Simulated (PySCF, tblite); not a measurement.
**C2H12B2N3P: geometry, infrared bands and NMR shifts**

Wanted: the infrared bands and NMR shifts of C2H12B2N3P (`CNB(N)N(C)BP`), by calculation.

Computed with tblite 0.8.0 and PySCF 2.14.0, with density-fitted response routines of our own, on a single molecule in the gas phase. Atoms are numbered from 0 throughout.

## Step 1: The starting structure

20 atoms, charge 0, multiplicity 1; geometry from: force field or distance geometry start.

Bonds of the start (Å): C0–N1 1.43, N1–B2 1.54, B2–N3 1.52, B2–N4 1.50, N4–C5 1.43, N4–B6 1.51, B6–P7 1.94, C0–H8 1.10, C0–H9 1.12, C0–H10 1.11, N1–H11 1.04, N3–H12 1.05, N3–H13 1.03, C5–H14 1.11, C5–H15 1.13, C5–H16 1.12, B6–H17 1.19, P7–H18 1.44, P7–H19 1.44.

## Step 2: Geometry optimisation with GFN2-xTB

Job settings and geometry (Å):

```
{"job": {"kind": "relax", "xc": "GFN2-xTB", "basis": "xTB"}, "charge": 0, "multiplicity": 1}
C     -2.518400     0.661300    -0.628000
N     -1.091700     0.689800    -0.689500
B     -0.465500    -0.637200    -0.207900
N     -1.410100    -1.800000     0.037400
N      0.780700    -0.608500     0.632200
C      0.792800     0.400300     1.639700
B      2.053400    -0.735800    -0.165900
P      3.381100     0.671900    -0.218300
H     -2.914400    -0.309100    -0.963900
H     -2.945000     1.436700    -1.316900
H     -2.876100     0.949200     0.387500
H     -0.826000     0.893900    -1.673300
H     -1.977700    -1.699800     0.915100
H     -1.921900    -2.120800    -0.791000
H      0.594800     1.433900     1.291200
H      1.806900     0.405300     2.133200
H      0.033100     0.097500     2.403100
H      2.150600    -1.649600    -0.918700
H      4.551800     0.184700    -0.898500
H      2.796400     1.747200    -0.970600
```

Started as:

```console
$ OMP_NUM_THREADS=1 python probes_run.py task.json out
```

The driver reads the jobs from task.json and runs them one after another.

**Question.** This job is followed by: GFN2-xTB harmonic vibrations, gas phase; GIAO PBE0/pcSseg-1 NMR shielding, non-relativistic, gas phase. Predict these results of the whole session: strongest single infrared mode (GFN2-xTB); zero-point energy (GFN2-xTB); ¹³C shifts against TMS (PBE0/pcSseg-1); ¹H shifts against TMS (PBE0/pcSseg-1, means over atoms taken as alike); ¹⁵N shifts against NH3 (PBE0/pcSseg-1); ¹¹B shifts against BF3·OEt2 (PBE0/pcSseg-1); ³¹P shifts against H3PO4 (PBE0/pcSseg-1).

The runs gave:

| quantity | value |
| --- | --- |
| strongest single infrared mode (GFN2-xTB) | 1243 cm⁻¹, 264 km/mol |
| zero-point energy (GFN2-xTB) | 99.2 kcal/mol |
| ¹³C shifts against TMS (PBE0/pcSseg-1) | 39.3, 30.8 ppm |
| ¹H shifts against TMS (PBE0/pcSseg-1, means over atoms taken as alike) | 6.11, 2.93, 2.83, 2.25, 1.69, 1.59 ppm |
| ¹⁵N shifts against NH3 (PBE0/pcSseg-1) | 155.8, 61.3, 56.7 ppm |
| ¹¹B shifts against BF3·OEt2 (PBE0/pcSseg-1) | 46.4, 23.0 ppm |
| ³¹P shifts against H3PO4 (PBE0/pcSseg-1) | -252.1 ppm |

**Reading.** The optimisation took 217 steps and gained 3.050 eV; among the close pairs (by a distance rule), N1–B2 changed most, from 1.544 to 1.410 Å. No mode is imaginary among the 54: a minimum at this level. The strongest single mode, at 1243 cm⁻¹, has its largest shares on B2, H11 and N4 (the list is cut at 3 atoms). Unscaled tight-binding wavenumbers are off by several per cent, some by more. Its intensities can rank the bands wrongly. At PBE0/pcSseg-1: The largest span, 276 ppm, is at N4, where the paramagnetic term is -214 ppm.
